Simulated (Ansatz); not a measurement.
# BClFHO: the cost of one run

All numbers below are computed with Ansatz 0.2.0 (RKS PBE0-D4/def2-SVP).

### Step 1. The structure to begin with

Bond lengths: B1–F2 1.320 Å, B1–O3 1.410 Å, O3–H4 1.010 Å, B1–Cl5 1.860 Å. Angles: F2–B1–O3 120.0°, F2–B1–Cl5 120.0°, O3–B1–Cl5 120.0°, B1–O3–H4 109.5°.

Coordinates:

```xyz
5

B     0.0000    0.0000    0.0000
F     0.0000    0.0000    1.3200
O     1.2211    0.0000   -0.7050
H     1.5209   -0.9519   -0.8599
Cl   -1.6108    0.0000   -0.9300
```

### Step 2. Relaxing the start

Input file input.yaml:

```yaml
crystal:
  periodic: [false, false, false]
  atoms:
    - { symbol: B, position_ang: [0.0, 0.0, 0.0] }
    - { symbol: F, position_ang: [0.0, 0.0, 1.32] }
    - { symbol: O, position_ang: [1.2211, 0.0, -0.705] }
    - { symbol: H, position_ang: [1.5209, -0.9519, -0.8599] }
    - { symbol: Cl, position_ang: [-1.6108, 0.0, -0.93] }
basis:
  gaussian: { orbitals: def2-SVP }
hamiltonian:
  xc: pbe0
  dispersion: d4
relax:
  f_tol: 0.02
  max_steps: 40
```

Launch:

```sh
ansatz run input.yaml --threads 1 --pin off --max-ram 2048MiB --backend cpu --events-out ev --progress --plain --runs-dir out
```

**Question.** How long does this run take on 1 thread of AMD EPYC 7R43 (Zen 3), shared host, and how much memory does it need?

About 23 s, with a peak of 0.17 GiB.
